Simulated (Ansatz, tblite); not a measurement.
# (MgS)8 cage of four- and six-membered rings (Mg8S8): one state, many levels

An exercise on one series of results from a longer session: the logs are not shown, and one member is left open.

Computed with Ansatz 0.2.0, Gaussian basis. Level: as each input shows.

The runs, in order: GFN1-xTB, GFN2-xTB, PBE-D4/def2-SVP, r2SCAN-D4/def2-SVP, HF/STO-3G, HF/6-31G, B3LYP-D4/6-31G, MP2/def2-SVP.

7 further runs of the same task are left out: 5 that didn't finish, 2 set aside as unsound or not needed.

## The relaxed structure

The geometry is that of the singlet, from an earlier relaxation (r2SCAN-D4/def2-SVP).

16 atoms, charge 0, spin multiplicity 1.

Bond lengths: Mg1–S2 2.397 Å, Mg1–S4 2.463 Å, Mg1–S6 2.408 Å, S2–Mg3 2.463 Å, S2–Mg9 2.417 Å, Mg3–S4 2.396 Å, Mg3–S10 2.408 Å, S4–Mg5 2.416 Å, Mg5–S6 2.456 Å, Mg5–S12 2.384 Å, S6–Mg7 2.384 Å, Mg7–S8 2.455 Å, Mg7–S13 2.416 Å, S8–Mg9 2.384 Å, S8–Mg14 2.409 Å, Mg9–S10 2.455 Å, S10–Mg11 2.384 Å, Mg11–S12 2.455 Å and more. Angles: S2–Mg1–S4 101.7°, S2–Mg1–S6 130.7°, S4–Mg1–S6 100.1°, Mg1–S2–Mg3 76.1°, Mg1–S2–Mg9 98.2°, Mg3–S2–Mg9 77.2°, S2–Mg3–S4 101.7°, S2–Mg3–S10 100.1°, S4–Mg3–S10 130.7°, Mg1–S4–Mg3 76.1°, Mg1–S4–Mg5 77.2°, Mg3–S4–Mg5 98.2°, S4–Mg5–S6 100.0°, S4–Mg5–S12 125.7°, S6–Mg5–S12 127.2°, Mg1–S6–Mg5 77.5°, Mg1–S6–Mg7 110.2°, Mg5–S6–Mg7 100.1° and more.

PBE0-D4/def2-SVP was run before; its log isn't repeated, and its numbers join the tables.

The first run:

Tight binding, by tblite at 300 K electronic temperature and without a spin-polarisation term:

```python
tblite.interface.Calculator('GFN1-xTB', numbers, positions, charge=0, uhf=0).singlepoint()
```

Tight binding, by tblite at 300 K electronic temperature and without a spin-polarisation term:

```python
tblite.interface.Calculator('GFN2-xTB', numbers, positions, charge=0, uhf=0).singlepoint()
```

start.molden holds the orbitals of an earlier run on this state, given as this run's starting guess.

The input, in.yaml:

```yaml
crystal:
  periodic: [false, false, false]
  atoms:
    - {symbol: Mg, position_ang: [-1.503265, 0.067161, 2.888247]}
    - {symbol: S, position_ang: [-0.138631, -1.874835, 3.223145]}
    - {symbol: Mg, position_ang: [1.491333, -0.058086, 2.891223]}
    - {symbol: S, position_ang: [0.126683, 1.884557, 3.218220]}
    - {symbol: Mg, position_ang: [-0.573143, 2.201554, 0.927144]}
    - {symbol: S, position_ang: [-2.637559, 0.871291, 0.921763]}
    - {symbol: Mg, position_ang: [-2.202555, -0.571221, -0.925795]}
    - {symbol: S, position_ang: [-0.872185, -2.635031, -0.916370]}
    - {symbol: Mg, position_ang: [0.566261, -2.198106, 0.933930]}
    - {symbol: S, position_ang: [2.629341, -0.866532, 0.928716]}
    - {symbol: Mg, position_ang: [2.198529, 0.571303, -0.923409]}
    - {symbol: S, position_ang: [0.868172, 2.634739, -0.922072]}
    - {symbol: S, position_ang: [-1.879976, 0.128625, -3.215735]}
    - {symbol: Mg, position_ang: [-0.062236, -1.500269, -2.880901]}
    - {symbol: S, position_ang: [1.880391, -0.135596, -3.211846]}
    - {symbol: Mg, position_ang: [0.061740, 1.494545, -2.884859]}
basis:
  gaussian: {orbitals: def2-SVP, initial_orbitals: start.molden}
hamiltonian: {xc: pbe, dispersion: d4}
scf: {omitted_lower_state_checks: [starts]}
output: {forces: true, orbitals: {seedname: orbitals}}
```

The run is started by

```
$ ansatz run in.yaml --threads 4 --pin off --events-out ev --progress --plain --max-ram 6963MiB
```

Among the steps run: PBE-D4/def2-SVP; r2SCAN-D4/def2-SVP; HF/STO-3G; HF/6-31G; B3LYP-D4/6-31G; MP2/def2-SVP.

One table of the session follows, with a row left open; its other results are not shown here.

It belongs to the step «Binding energy». 

| level | binding an atom (eV) |
| --- | --- |
| HF/STO-3G | 3.766 |
| HF/6-31G | 2.039 |
| HF/def2-SVP | 2.432 |
| PBE-D4/def2-SVP | 3.338 |
| r2SCAN-D4/def2-SVP | 3.448 |
| B3LYP-D4/6-31G | ? |
| PBE0-D4/def2-SVP | 3.326 |
| MP2/def2-SVP | 3.185 |

**Question.** Estimate the row for B3LYP-D4/6-31G.

**Answer.** binding an atom (eV): 2.845. In the column «binding an atom (eV)» it lies between HF/def2-SVP (2.432) and MP2/def2-SVP (3.185).

To keep in mind: Free atoms were run apart at each level; binding is atoms less cluster, divided by the number of atoms, without zero-point or spin-orbit terms.
